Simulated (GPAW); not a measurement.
The system is DyAgB4F16.

```
Dy Ag B F
1.0
     5.40539   -0.12478   -0.02960
     0.15132    6.87214    0.16225
     0.52959    1.25889    9.42097
Dy Ag B F
1 1 4 16
Direct
  0.51926 0.02752 0.47238
  0.00308 0.96247 0.98684
  0.98119 0.21513 0.31959
  0.55178 0.22688 0.79930
  0.47337 0.81347 0.22481
  0.99486 0.73882 0.66272
  0.19674 0.24063 0.39809
  0.91781 0.00730 0.35012
  0.01586 0.28058 0.17896
  0.77162 0.30239 0.38449
  0.47614 0.41013 0.81522
  0.80733 0.19785 0.81155
  0.42093 0.07423 0.88754
  0.50163 0.19842 0.64733
  0.25481 0.75420 0.17645
  0.46718 0.02640 0.22928
  0.49267 0.73816 0.37648
  0.68047 0.76644 0.14835
  0.00443 0.57478 0.60200
  0.19811 0.87672 0.59928
  0.00419 0.71679 0.80764
  0.76655 0.85071 0.62158
```

The cell was built by a generator and needn't be a form met in nature.

Base run:

```yaml
Program: GPAW 26.7.0
Functional: PBE
Potentials_or_basis: GPAW PAW data sets (gpaw-data 1.2.1)
Cutoff: 800 eV
Basis: pw
k_mesh: 4 × 3 × 2
Occupations: fermi-dirac, width 0.05 eV
Spin: collinear spin, ferromagnetic start
Starting_moments: "[5.0, 0.0, 0.0, 0.0, 0.0, 0.0, 0.0, 0.0, 0.0, 0.0, 0.0, 0.0, 0.0, 0.0, 0.0, 0.0, 0.0, 0.0, 0.0, 0.0, 0.0, 0.0] μB"
```

Its results: band gap on the k mesh 0.09 eV, direct; pressure -0.6 GPa; net moment 4.98 μB per cell; site moments Dy +4.87; Ag +0.00; B +0.00, -0.00; F +0.00, +0.01 μB; largest force 0.342 eV/Å.

Problem. The run is repeated on the same cell with these changes: hubbard terms from none to Dy f U = 4 eV. What comes out?

Solution. Band gap on the k mesh 1.61 eV, direct; pressure -0.6 GPa; net moment 5.00 μB per cell; site moments Dy +4.94; Ag +0.00; B +0.00, -0.00; F +0.00, -0.00 μB; largest force 0.299 eV/Å.

The U term pushes filled and empty states of the shell apart.

Caveats: one-centre terms of the f shell are cut off; the magnetic or orbital state may not be the lowest; spin-orbit coupling is left out, which moves the levels of the heavy elements; without U or exact exchange the open f shell lies at the Fermi level, which spoils levels, moments and volumes (some runs).

Not every run made on this cell is shown here.
